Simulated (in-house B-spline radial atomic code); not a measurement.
# Cl⁺: excited configurations

How much energy does it take to promote electrons of Cl⁺ to other shells? Each configuration is solved by itself and compared with the reference.

Method: scalar-relativistic (spin-free one-electron X2C) r2SCAN0, spin-polarised, spherical density, exact exchange averaged over the configuration, Fermi nucleus, basis-set limit. Code: in-house B-spline radial atomic code version 1.

### 1 The system

```
element       : chlorine (Z = 17)
charge        : +1
electrons     : 16
configuration : [Ne] 3s2 3p4
Hamiltonian   : scalar-relativistic (X2C)
nucleus       : Fermi, rms radius 3.365 fm
```

The outer shells:

[Ne] 3s2 3p4
```
[Ne] core
3s [↑↓]
3p [↑↓][↑ ][↑ ]
```

Where spins are not typed, each open shell is filled with up spins first.

Input settings:

```ini
Z = 17
electrons = 16.0
configuration = [Ne] 3s2 3p4
hamiltonian = x2c
method = r2scan0
spin_polarised = True
nucleus = fermi
rms_radius = 3.3654
mass_number = 35
atomic_mass = 34.968852694
speed_of_light = 137.035999084
exact_exchange = averaged over the configuration
```

This reference run was done before. Its total energy is -461.061246 hartree, and its levels are (the highest eight at most):

| orbital | occupation | energy (eV) | <r> (bohr) |
| --- | --- | --- | --- |
| 2s up | 1 | -278.99 | 0.4415 |
| 2s down | 1 | -278.62 | 0.4415 |
| 2p up | 3 | -214.18 | 0.4055 |
| 2p down | 3 | -213.45 | 0.4059 |
| 3s up | 1 | -36.728 | 1.490 |
| 3s down | 1 | -32.893 | 1.507 |
| 3p up | 3 | -22.408 | 1.687 |
| 3p down | 1 | -19.686 | 1.729 |

### 2 [He] 2s2 2p5 3s2 3p4 3d1

Input settings:

```ini
Z = 17
electrons = 16.0
configuration = [He] 2s2 2p5 3s2 3p4 3d1
hamiltonian = x2c
method = r2scan0
spin_polarised = True
nucleus = fermi
rms_radius = 3.3654
mass_number = 35
atomic_mass = 34.968852694
speed_of_light = 137.035999084
exact_exchange = averaged over the configuration
```

Command:

```sh
$ python run_scf.py task.json out
```

task.json lists these runs, among others, and the program works through them in turn.

### 3 [Ne] 3s1 3p4 4s1

Settings: those of step 2 with these lines changed.

```diff
@@ -2,3 +2,3 @@
 electrons = 16.0
-configuration = [He] 2s2 2p5 3s2 3p4 3d1
+configuration = [Ne] 3s1 3p4 4s1
 hamiltonian = x2c
```

### 4 [Ne] 3s2 3p3 4d1

Settings: those of step 3 with these lines changed.

```diff
@@ -2,3 +2,3 @@
 electrons = 16.0
-configuration = [Ne] 3s1 3p4 4s1
+configuration = [Ne] 3s2 3p3 4d1
 hamiltonian = x2c
```

### 5 Run with [Ne] 3s2 3p3 4f1

Settings: those of step 4 with these lines changed.

```diff
@@ -2,3 +2,3 @@
 electrons = 16.0
-configuration = [Ne] 3s2 3p3 4d1
+configuration = [Ne] 3s2 3p3 4f1
 hamiltonian = x2c
```

### 6 Run with [He] 2s2 2p5 3s2 3p4 4d1

Settings: those of step 5 with these lines changed.

```diff
@@ -2,3 +2,3 @@
 electrons = 16.0
-configuration = [Ne] 3s2 3p3 4f1
+configuration = [He] 2s2 2p5 3s2 3p4 4d1
 hamiltonian = x2c
```

### 7 Run with [Ne] 3s1 3p4 4p1

Settings: those of step 6 with these lines changed.

```diff
@@ -2,3 +2,3 @@
 electrons = 16.0
-configuration = [He] 2s2 2p5 3s2 3p4 4d1
+configuration = [Ne] 3s1 3p4 4p1
 hamiltonian = x2c
```

How far above the reference does each configuration lie (order and size, in eV)?

**Answer**, as computed:

| net move | configuration | 2|M_S|+1 | energy above the reference (eV) | largest <r> (bohr) |
| --- | --- | --- | --- | --- |
| 3p → 4d | [Ne] 3s2 3p3 4d1 | 5 | 18.572 | 7.24 |
| 3p → 4f | [Ne] 3s2 3p3 4f1 | 5 | 19.935 | 8.88 |
| 3s → 4s | [Ne] 3s1 3p4 4s1 | 5 | 26.435 | 4.09 |
| 3s → 4p | [Ne] 3s1 3p4 4p1 | 5 | 28.962 | 4.94 |
| 2p → 3d | [He] 2s2 2p5 3s2 3p4 3d1 | 5 | 213.94 | 2.28 |
| 2p → 4d | [He] 2s2 2p5 3s2 3p4 4d1 | 5 | 219.93 | 6.92 |

The lowest of them is 3p → 4d at 18.572 eV and the highest 2p → 4d at 219.93 eV. 2 of them lie more than 60 % above minus the reference's highest level (19.686 eV), in the range where a state can decay by emitting an electron. Two partly filled shells share a symmetry and can mix in the average, which may lower the energy, for: 2p → 3d; 2p → 4d. The reference has 2|M_S|+1 = 3; 6 of the configurations differ from it in spin. These are spherical averages at the typed spins, not spectroscopic levels.
